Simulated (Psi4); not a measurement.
# GeH3O (SMILES [O][GeH3]) at ULRC-wPBE/6-311G(d) (density fitting)

What is the energy difference between two shapes of GeH3O at ULRC-wPBE/6-311G* (density fitting)? 

Program for the calculation: Psi4 1.11.

1 further run of the same task is left out (set aside as unsound or not needed).

## (1) The system as given

GeH3O: 5 atoms, total charge 0, spin state doublet. SMILES: `[O][GeH3]`. The shape is that of a PBE0-D4/def2-TZVP optimisation.

Bond lengths: O1–Ge2 1.795 Å, Ge2–H3 1.536 Å, Ge2–H4 1.536 Å, Ge2–H5 1.537 Å. Angles: O1–Ge2–H3 109.7°, O1–Ge2–H4 109.7°, O1–Ge2–H5 102.4°, H3–Ge2–H4 111.5°, H3–Ge2–H5 111.6°, H4–Ge2–H5 111.6°.

## (2) Energy and gradient at ULRC-wPBE/6-311G(d) (density fitting)

Contents of input.json:

```json
{
  "schema_name": "qcschema_input",
  "schema_version": 1,
  "molecule": {
    "schema_name": "qcschema_molecule",
    "schema_version": 2,
    "symbols": ["O", "Ge", "H", "H", "H"],
    "geometry": [-2.72857555, 0.79103936, 1.46888412, 0.1366272, -0.10639158, -0.10752542, -0.30651358, -0.17234302, -2.97575173, 1.03556992, -2.67982062, 0.89100587, 1.95718935, 2.02843202, 0.6451525],
    "molecular_charge": 0,
    "molecular_multiplicity": 2
  },
  "driver": "gradient",
  "model": {
    "method": "lrc-wpbe",
    "basis": "6-311G*"
  },
  "keywords": {
    "reference": "uks",
    "scf_type": "df"
  }
}
```

Launch:

```bash
psi4 --qcschema input.json -n 1 --memory 1600MB
```

stdout:

```text
[...]
  Running in c1 symmetry.
[...]
  Nuclear repulsion =  113.909881341768397
[...]
  Multiplicity = 2
[...]
  Nalpha       = 22
  Nbeta        = 21
[...]
    Number of basis functions: 71
[...]
   @DF-UKS iter   1: -2151.89169638884277   -1.90513e+00   4.75505e-02 DIIS/ADIIS
[...]
   @DF-UKS iter  20: -2153.58196927832159   -7.54881e-11   9.12254e-09 DIIS
[...]
   @S^2 Observed:                7.530475644E-01
[...]
    Orbital Energies [Eh]
    ---------------------
    Alpha Occupied:
       1A   -397.232902     2A    -49.353791     3A    -43.967056
       4A    -43.966288     5A    -43.965965     6A    -18.951401
       7A     -6.167058     8A     -4.384397     9A     -4.381739
      10A     -4.380770    11A     -1.285406    12A     -1.279363
      13A     -1.277649    14A     -1.275903    15A     -1.275623
      16A     -1.041896    17A     -0.670961    18A     -0.515848
      19A     -0.479364    20A     -0.468096    21A     -0.437997
      22A     -0.398975
    Alpha Virtual:
      23A      0.068615    24A      0.107218    25A      0.124856
[...]
  @DF-UKS Final Energy: -2153.58196927832159
   => Energetics <=
    Nuclear Repulsion Energy =            113.9098813417683971
    One-Electron Energy =               -3226.2736638821470478
    Two-Electron Energy =                1040.1412712406151968
    DFT Exchange-Correlation Energy =     -81.3594579785580265
    Empirical Dispersion Energy =           0.0000000000000000
    VV10 Nonlocal Energy =                  0.0000000000000000
    Total Energy =                      -2153.5819692783211394
[...]
 Multipole Moments:
 ------------------------------------------------------------------------------------
     Multipole            Electronic (a.u.)      Nuclear  (a.u.)        Total (a.u.)
 ------------------------------------------------------------------------------------
 L = 1.  Multiply by 2.5417464519 to convert [e a0] to [Debye]
 Dipole X            :          1.1996071           -0.5033161            0.6962910
 Dipole Y            :         -0.4850501            0.2688943           -0.2161558
 Dipole Z            :         -0.7310683            0.3491948           -0.3818735
 Magnitude           :                                                    0.8230260
[...]
  -Total Gradient:
     Atom            X                  Y                   Z
    ------   -----------------  -----------------  -----------------
       1        0.002702673901    -0.001346177231    -0.001811740220
       2       -0.001995501329     0.001300841202     0.001525561005
       3       -0.000536335228    -0.000062722329    -0.000029188268
       4       -0.000453197811    -0.000214679172     0.000200944240
       5        0.000310929088     0.000324623047     0.000105808386
[...]
```

The result, in JSON:

```text
{
 "driver": "gradient",
 "model": {
  "method": "lrc-wpbe",
  "basis": "6-311G*"
 },
 "success": true,
 "return_result": [0.00270267390083187, -0.001346177231297041, -0.0018117402197533466, -0.0019955013287242807, 0.0013008412023392743, 0.0015255610046344195, -0.0005363352280737116, -6.272232913330121e-05, -2.9188268232074877e-05, -0.00045319781050200125, -0.00021467917229454903, 0.00020094423977546488, 0.00031092908837465627, 0.000324623046914857, 0.00010580838592326447],
 "properties": {
  "calcinfo_nbasis": 71,
  "calcinfo_nmo": 71,
  "calcinfo_nalpha": 22,
  "calcinfo_nbeta": 21,
  "calcinfo_natom": 5,
  "nuclear_repulsion_energy": 113.9098813417684,
  "return_energy": -2153.5819692783216,
  "return_gradient": [0.00270267390083187, -0.001346177231297041, -0.0018117402197533466, -0.0019955013287242807, 0.0013008412023392743, 0.0015255610046344195, -0.0005363352280737116, -6.272232913330121e-05, -2.9188268232074877e-05, -0.00045319781050200125, -0.00021467917229454903, 0.00020094423977546488, 0.00031092908837465627, 0.000324623046914857, 0.00010580838592326447],
  "scf_one_electron_energy": -3226.273663882147,
  "scf_two_electron_energy": 1040.1412712406152,
  "scf_xc_energy": -81.35945797855803,
  "scf_dipole_moment": [0.6962909796502741, -0.21615580380595456, -0.3818734736078192],
  "scf_total_energy": -2153.5819692783216,
  "scf_total_gradient": [0.00270267390083187, -0.001346177231297041, -0.0018117402197533466, -0.0019955013287242807, 0.0013008412023392743, 0.0015255610046344195, -0.0005363352280737116, -6.272232913330121e-05, -2.9188268232074877e-05, -0.00045319781050200125, -0.00021467917229454903, 0.00020094423977546488, 0.00031092908837465627, 0.000324623046914857, 0.00010580838592326447],
  "scf_iterations": 20
 }
}
```

Wall time 9 s (1 thread of INTEL XEON PLATINUM 8581C at 2.30GHz (Emerald Rapids), shared host); peak memory 0.43 GiB.

## (3) The distorted shape at the same level

Contents of input.json:

```json
{
 "schema_name": "qcschema_input",
 "schema_version": 1,
 "molecule": {
  "schema_name": "qcschema_molecule",
  "schema_version": 2,
  "symbols": ["O", "Ge", "H", "H", "H"],
  "geometry": [-3.02710126, 0.37177905, 1.54817136, 0.13782529, -0.02004621, -0.50570205, -0.29431162, -0.04760787, -2.84099158, 0.90960266, -2.727831, 0.57000943, 1.98020243, 1.77286735, 0.60770002],
  "molecular_charge": 0,
  "molecular_multiplicity": 2
 },
 "driver": "gradient",
 "model": {
  "method": "lrc-wpbe",
  "basis": "6-311G*"
 },
 "keywords": {
  "reference": "uks",
  "scf_type": "df"
 }
}
```

Launch:

```bash
psi4 --qcschema input.json -n 1 --memory 1600MB
```

stdout:

```text
[...]
  Running in c1 symmetry.
[...]
  Nuclear repulsion =  108.283696699000672
[...]
  Multiplicity = 2
[...]
  Nalpha       = 22
  Nbeta        = 21
[...]
    Number of basis functions: 71
[...]
   @DF-UKS iter   1: -2151.83958144632834   -1.90894e+00   4.76702e-02 ADIIS/DIIS
[...]
   @DF-UKS iter  24: -2153.52959404142621   -1.81899e-11   6.51423e-09 DIIS
[...]
   @S^2 Observed:                7.540920696E-01
[...]
    Orbital Energies [Eh]
    ---------------------
    Alpha Occupied:
       1A   -397.239004     2A    -49.362350     3A    -43.976040
       4A    -43.974613     5A    -43.973606     6A    -18.934928
       7A     -6.175204     8A     -4.392986     9A     -4.389694
      10A     -4.388809    11A     -1.292812    12A     -1.288142
      13A     -1.286072    14A     -1.284229    15A     -1.283929
      16A     -1.001733    17A     -0.698829    18A     -0.504529
      19A     -0.484236    20A     -0.441546    21A     -0.427080
      22A     -0.385049
    Alpha Virtual:
      23A      0.043290    24A      0.103883    25A      0.118953
[...]
  @DF-UKS Final Energy: -2153.52959404142621
   => Energetics <=
    Nuclear Repulsion Energy =            108.2836966990006715
    One-Electron Energy =               -3214.8318569179441511
    Two-Electron Energy =                1034.3878918151247035
    DFT Exchange-Correlation Energy =     -81.3693256376071758
    Empirical Dispersion Energy =           0.0000000000000000
    VV10 Nonlocal Energy =                  0.0000000000000000
    Total Energy =                      -2153.5295940414262077
[...]
 Multipole Moments:
 ------------------------------------------------------------------------------------
     Multipole            Electronic (a.u.)      Nuclear  (a.u.)        Total (a.u.)
 ------------------------------------------------------------------------------------
 L = 1.  Multiply by 2.5417464519 to convert [e a0] to [Debye]
 Dipole X            :          1.6057542           -0.7334124            0.8723417
 Dipole Y            :          0.3011840           -0.2680142            0.0331699
 Dipole Z            :         -1.9692602            1.1536775           -0.8155827
 Magnitude           :                                                    1.1946780
[...]
  -Total Gradient:
     Atom            X                  Y                   Z
    ------   -----------------  -----------------  -----------------
       1       -0.041183340234     0.003381710415     0.030992256083
       2        0.014922274111     0.028258703861    -0.208357821590
       3        0.032696545799    -0.002168183343     0.170269591507
       4        0.004493472447    -0.014291574949     0.008980551956
       5       -0.010914927528    -0.015184543735    -0.001903118302
[...]
```

The result, in JSON:

```text
{
 "driver": "gradient",
 "model": {
  "method": "lrc-wpbe",
  "basis": "6-311G*"
 },
 "success": true,
 "return_result": [-0.04118334023421458, 0.003381710415302483, 0.03099225608296688, 0.014922274110566909, 0.02825870386119535, -0.20835782158952973, 0.032696545799084833, -0.0021681833428681936, 0.17026959150692267, 0.004493472446618147, -0.014291574948989458, 0.008980551955728458, -0.01091492752849274, -0.015184543735008882, -0.001903118301687795],
 "properties": {
  "calcinfo_nbasis": 71,
  "calcinfo_nmo": 71,
  "calcinfo_nalpha": 22,
  "calcinfo_nbeta": 21,
  "calcinfo_natom": 5,
  "nuclear_repulsion_energy": 108.28369669900067,
  "return_energy": -2153.529594041426,
  "return_gradient": [-0.04118334023421458, 0.003381710415302483, 0.03099225608296688, 0.014922274110566909, 0.02825870386119535, -0.20835782158952973, 0.032696545799084833, -0.0021681833428681936, 0.17026959150692267, 0.004493472446618147, -0.014291574948989458, 0.008980551955728458, -0.01091492752849274, -0.015184543735008882, -0.001903118301687795],
  "scf_one_electron_energy": -3214.831856917944,
  "scf_two_electron_energy": 1034.3878918151247,
  "scf_xc_energy": -81.36932563760718,
  "scf_dipole_moment": [0.8723417444015464, 0.03316986660720428, -0.8155827025209044],
  "scf_total_energy": -2153.529594041426,
  "scf_total_gradient": [-0.04118334023421458, 0.003381710415302483, 0.03099225608296688, 0.014922274110566909, 0.02825870386119535, -0.20835782158952973, 0.032696545799084833, -0.0021681833428681936, 0.17026959150692267, 0.004493472446618147, -0.014291574948989458, 0.008980551955728458, -0.01091492752849274, -0.015184543735008882, -0.001903118301687795],
  "scf_iterations": 24
 }
}
```

Run time: 10 s. Hardware: 1 thread of INTEL XEON PLATINUM 8581C at 2.30GHz (Emerald Rapids), shared host; peak memory 0.42 GiB.

## (4) What came out

Level: ULRC-wPBE/6-311G* (density fitting).

```
                                           quantity           value
                          first shape: total energy  -2153.58197 Eh
                         first shape: dipole moment          2.09 D
    first shape: HOMO energy (highest over α and β)       -10.33 eV
     first shape: LUMO energy (lowest over α and β)        -2.17 eV
                                  first shape: ⟨S²⟩           0.753
              first shape: largest force on an atom      0.181 eV/Å
                      distorted shape: total energy  -2153.52959 Eh
                     distorted shape: dipole moment          3.04 D
distorted shape: HOMO energy (highest over α and β)        -9.83 eV
 distorted shape: LUMO energy (lowest over α and β)        -1.28 eV
                              distorted shape: ⟨S²⟩           0.754
          distorted shape: largest force on an atom     10.839 eV/Å
             energy change with the atoms displaced        1.425 eV
```

What this shows: With the atoms displaced the energy rises by 1.43 eV (138 kJ/mol). The first shape isn't relaxed at this level, so the change isn't measured from a minimum.
